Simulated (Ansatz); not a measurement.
# Sn: the cost of one run

Method: DFT r2SCAN, scalar-relativistic, plane waves, PAW, in Ansatz 0.2.0.

## 1. The starting structure

It takes space group I4/mmm (No. 139, tetragonal). The conventional cell has a = 3.182 Å, b = 3.182 Å, c = 5.831 Å, α = 90.00°, β = 90.00°, γ = 90.00°. Sn (site symmetry 4/mmm) has 4 Sn at 3.18 Å in its first shell of neighbours.

Structure file:

```
CELL_PARAMETERS angstrom
-1.59075 1.59075 2.91565
1.59075 -1.59075 2.91565
1.59075 1.59075 -2.91565
ATOMIC_POSITIONS crystal
Sn 0.00000 0.00000 0.00000
```

The cell is taken as given, not relaxed at this level.

## 2. Zero of energy

The reference gives a free energy of -6038.3664 eV, pressure -2.79 GPa, largest force 0.000 eV/Å and gap on the mesh none (metal). It was computed beforehand with the settings of the runs below.

## 3. Next: a strain scan

The cell is strained by ε times the Voigt pattern (1, -1, 0, 0, 0, 0) (xx, yy, zz, yz, xz, xy; engineering shear), with fractional coordinates fixed (clamped ions). The stress on the pattern is the sum of the stress components weighted by it, tension positive.

## 4. At ε = -0.0600

The input, input.yaml:

```yaml
crystal:
  lattice:
    - [-1.495305, 1.686195, 2.91565]
    - [1.495305, -1.686195, 2.91565]
    - [1.495305, 1.686195, -2.91565]
  atoms:
    - { symbol: Sn, position: [0.0, 0.0, 0.0] }
basis:
  ecutwfc: 500
kpoints:
  mp_grid: { grid: [20, 20, 20] }
hamiltonian:
  xc: r2scan
scf:
  occupations: { method: gaussian, width: 0.15 }
output:
  forces: true
  stress: true
  eigenvalues: true
  write_density: true
  write_potential: true
  elf: true
  volumetric_format: npy
```

The run is started by

```sh
> ansatz run input.yaml --threads 1 --pin off --max-ram 2560MiB --backend cpu --events-out ev --progress --plain --runs-dir out
```

Q: Estimate wall time and peak memory on 1 thread of Arm Neoverse V1, shared host.

About 61 s, with a peak of 0.75 GiB.
